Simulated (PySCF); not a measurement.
# Ar⁺: interval between two levels with spin-orbit coupling

Aim: the interval between two levels of argon from differences of total energies, at each level of theory, and how far each lands from the tabulated value where there is one.

Method: two-component X2C-1e, generalised determinants. Code: PySCF 2.14.0.

### Step 1. What is computed

| Quantity | Value |
| --- | --- |
| Element | argon (Z = 18) |
| Basis | x2c-TZVPall-2c with one added diffuse shell each of s, p type (6s7p2d1f, 44 functions) |
| Hamiltonian | two-component X2C-1e, Gaussian nucleus, no Breit or QED terms; spin-orbit coupling, run by run: off; screened by Boettger's factors |
| Core shells frozen in the correlated runs | [Ne] (for Ar⁺) |
| State 1 | Ar⁺ 3s2 3p4 4s1 4P5/2: [Ne] 3s2 3p4 4s1; 3p1/2 filled at m_j = +1/2; 3p3/2 filled at m_j = -1/2, +1/2, +3/2; 4s1/2 filled at m_j = +1/2 |
| Needed too, but not shown | Ar⁺ [Ne] 3s2 3p5 (2P) |
| Methods | GHF, GMP2 |

Outer shells as boxes (Hund's rule):

Ar+ [Ne] 3s2 3p4 4s1
```
[Ne] core
3s [↑↓]
3p [↑↓][↑ ][↑ ]
4s [↑ ]
```

All steps ran in one process of a driver on top of PySCF, which takes the settings above as its task.

It was started by

```sh
OMP_NUM_THREADS=1 python sorun2.py TASK.json OUT
```

The integrals over 44 functions and the set-up took 0.14 s of CPU time.

### Step 2. Ar⁺ 3s2 3p4 4s1 4P5/2

GHF (spin-free):

Log:

```text
cycle= 1 E= -527.4701896757  delta_E= -527  |FDS-SDF|= 0.032
cycle= 2 E= -527.4823328616  delta_E= -0.0121  |FDS-SDF|= 0.00892
cycle= 3 E= -527.4828814142  delta_E= -0.000549  |FDS-SDF|= 0.00224
cycle= 4 E= -527.4829420423  delta_E= -6.06e-05  |FDS-SDF|= 0.000565
cycle= 5 E= -527.4829518506  delta_E= -9.81e-06  |FDS-SDF|= 0.000115
cycle= 6 E= -527.4829542723  delta_E= -2.42e-06  |FDS-SDF|= 6.64e-05
cycle= 7 E= -527.4829559959  delta_E= -1.72e-06  |FDS-SDF|= 1e-05
cycle= 8 E= -527.4829560256  delta_E= -2.96e-08  |FDS-SDF|= 7.85e-07
cycle= 9 E= -527.4829560256  delta_E= -1.36e-11  |FDS-SDF|= 2.42e-07
```

It took 0.21 s on 1 thread of Neoverse-V2, shared host, the integrals not counted.

Occupied spinors (without spin-orbit coupling the j labels only name the start):

```
spinor shell  electrons  mean energy (eV)  weight of the nominal j  rms radius (bohr)
       1s1/2          2           -3263.0                    1.000             0.0991
       2s1/2          2           -359.50                    1.000              0.446
       2p3/2          4           -282.08                    0.833              0.417
       2p1/2          2           -282.53                    0.667              0.416
       3s1/2          2           -52.063                    0.999               1.44
       3p3/2          3           -35.736                    0.667               1.60
       3p1/2          1           -32.139                    0.667               1.63
       4s1/2          1           -10.314                    1.000               3.84
```

M_J = 5/2, ⟨J²⟩ = 8.762, ⟨L²⟩ = 2.010, ⟨S²⟩ = 3.753.

GMP2 (spin-free):

No log was kept for this step.

It took 0.03 s on 1 thread of Neoverse-V2, shared host, the integrals not counted.

With 7 electrons correlated and 6 very high virtual spinors dropped, the MP2 correlation energy is -0.15007 hartree. Largest pairs: 3p3/2-3s1/2 -0.0482, 3p1/2-3p3/2 -0.0399, 3p3/2-3p3/2 -0.0227, 3p1/2-3s1/2 -0.0125, 3s1/2-3s1/2 -0.0091.

GHF (screened spin-orbit):

Log:

```text
cycle= 1 E= -527.4739124826  delta_E= -527  |FDS-SDF|= 0.033
cycle= 2 E= -527.4864412706  delta_E= -0.0125  |FDS-SDF|= 0.00913
cycle= 3 E= -527.4870197200  delta_E= -0.000578  |FDS-SDF|= 0.00242
cycle= 4 E= -527.4871028297  delta_E= -8.31e-05  |FDS-SDF|= 0.000989
cycle= 5 E= -527.4871371233  delta_E= -3.43e-05  |FDS-SDF|= 0.000709
cycle= 6 E= -527.4871678741  delta_E= -3.08e-05  |FDS-SDF|= 0.00055
cycle= 7 E= -527.4872063114  delta_E= -3.84e-05  |FDS-SDF|= 0.00012
cycle= 8 E= -527.4872092851  delta_E= -2.97e-06  |FDS-SDF|= 6.64e-05
cycle= 9 E= -527.4872107970  delta_E= -1.51e-06  |FDS-SDF|= 1.5e-05
cycle= 10 E= -527.4872108598  delta_E= -6.28e-08  |FDS-SDF|= 1.9e-06
cycle= 11 E= -527.4872108601  delta_E= -2.79e-10  |FDS-SDF|= 6.17e-07
```

Time after the integrals: 0.25 s (1 thread of Neoverse-V2, shared host).

Occupied spinors:

```
spinor shell  electrons  mean energy (eV)  weight of the nominal j  rms radius (bohr)
       1s1/2          2           -3263.0                    1.000             0.0991
       2s1/2          2           -359.48                    1.000              0.446
       2p1/2          2           -284.18                    0.941              0.415
       2p3/2          4           -281.23                    0.971              0.417
       3s1/2          2           -52.054                    0.999               1.44
       3p3/2          3           -35.724                    0.648               1.60
       3p1/2          1           -32.217                    0.659               1.63
       4s1/2          1           -10.313                    1.000               3.84
```

M_J = 5/2, ⟨J²⟩ = 8.764, ⟨L²⟩ = 2.020, ⟨S²⟩ = 3.745. Rows whose weight is well below 1 mix j = l ± 1/2: exchange competes with spin-orbit coupling there.

GMP2 (screened spin-orbit):

No log was kept for this step.

It took 0.03 s on 1 thread of Neoverse-V2, shared host, the integrals not counted.

With 7 electrons correlated and 6 very high virtual spinors dropped, the MP2 correlation energy is -0.15000 hartree. Largest pairs: 3p3/2-3s1/2 -0.0481, 3p1/2-3p3/2 -0.0398, 3p3/2-3p3/2 -0.0227, 3p1/2-3s1/2 -0.0126, 3s1/2-3s1/2 -0.0091.

### Step 3. Differences of total energies

Interval between two levels: Ar⁺ [Ne] 3s2 3p5 [3p1/2^2 3p3/2^3, M_J = 3/2] → Ar⁺ [Ne] 3s2 3p4 4s1 [3p1/2^1 3p3/2^3 4s1/2^1, M_J = 5/2].

```
                    method  value (eV)  error (eV)
           GHF (spin-free)      16.089      -0.555
          GMP2 (spin-free)      16.588      -0.056
 GHF (screened spin-orbit)      16.078      -0.566
GMP2 (screened spin-orbit)      16.578      -0.066
```

Reference: 16.644 eV (measured; NIST Handbook of Basic Atomic Spectroscopic Data (Sansonetti and Martin, J. Phys. Chem. Ref. Data 34, 1559 (2005))).

The differences also use runs on Ar⁺ [Ne] 3s2 3p5 (2P), which are not shown here.

### Step 4. Summary of results

```
                                            quantity                                                                           value
interval between two levels, Ar⁺ → 3s2 3p4 4s1 4P5/2  GHF (spin-free) 16.089, GMP2 (screened spin-orbit) 16.578 eV; reference 16.644
```

Accuracy by level (over 1 difference):

```
                    method  mean absolute miss against the measured value (with the measured fine structure taken into account where it is known) (eV)
           GHF (spin-free)                                                                                                                       0.555
          GMP2 (spin-free)                                                                                                                       0.056
 GHF (screened spin-orbit)                                                                                                                       0.566
GMP2 (screened spin-orbit)                                                                                                                       0.066
```

**Reading.** GMP2 (spin-free) lands nearest to the measured value (off by 0.06 eV), level with GMP2 (screened spin-orbit); GHF (screened spin-orbit) misses by most (0.57 eV). Spin-orbit coupling moves the difference by -0.010 eV at GMP2. All values hold for this basis alone; no basis-set limit was taken.
